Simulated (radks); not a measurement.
# Nuclear size and the levels of Zr¹³⁺

One table from this session's results is given with a row withheld; the runs are named, their logs left out.

Method: Dirac Kohn-Sham, PBE, spin-unpolarised, spherical densities, finite nucleus; open shells are shared between the two j in proportion to 2j + 1. Code: radks (a radial shooting solver on a logarithmic mesh, Libxc functionals) version 1.

### The atom as given

- element: zirconium (Z = 40)
- charge: +13
- electrons: 27
- configuration: [Ar] 3d9
- nuclear rms radius: 4.2694 fm

The outer shells:

Zr¹³⁺
```
[Ar] core
3d [↑↓][↑↓][↑↓][↑↓][↑ ]
```

Set-up of the first run:

Settings of this run:

```text
Z 40
configuration [Ar] 3d9 4s0 4p0
relativity Dirac
functional pbe,pbe
spin unpolarised
j_filling average
nucleus finite rms 4.2694 fm
c 137.035999084
```

The run is started by

```sh
> python run_ks.py task.json out
```

All runs below come from this command, one after another.

Steps of the session up to this table: rms radius 4.2694 fm.

One table of the session follows, with a row left open; its other results are not shown here.

From the orbitals of this run (lengths in bohr):

| level | <r> | outermost maximum (interpolated) | 90 % within | nodes |
| --- | --- | --- | --- | --- |
| 3s1/2 | 0.4500 | 0.405 | 0.664 | 2 |
| 3p1/2 | 0.4441 | 0.392 | 0.670 | 1 |
| 3p3/2 | 0.4536 | 0.401 | 0.683 | 1 |
| 3d3/2 | ? | ? | ? | ? |
| 3d5/2 | 0.4320 | 0.341 | 0.685 | 0 |
| 4s1/2 | 1.004 | 0.961 | 1.42 | 3 |
| 4p1/2 | 1.039 | 0.992 | 1.49 | 2 |
| 4p3/2 | 1.054 | 1.01 | 1.51 | 2 |

**Question.** Estimate the row for 3d3/2.

**Answer.** <r>: 0.4290; outermost maximum (interpolated): 0.338; 90 % within: 0.681; nodes: 0. In the column «<r>» it is the lowest.
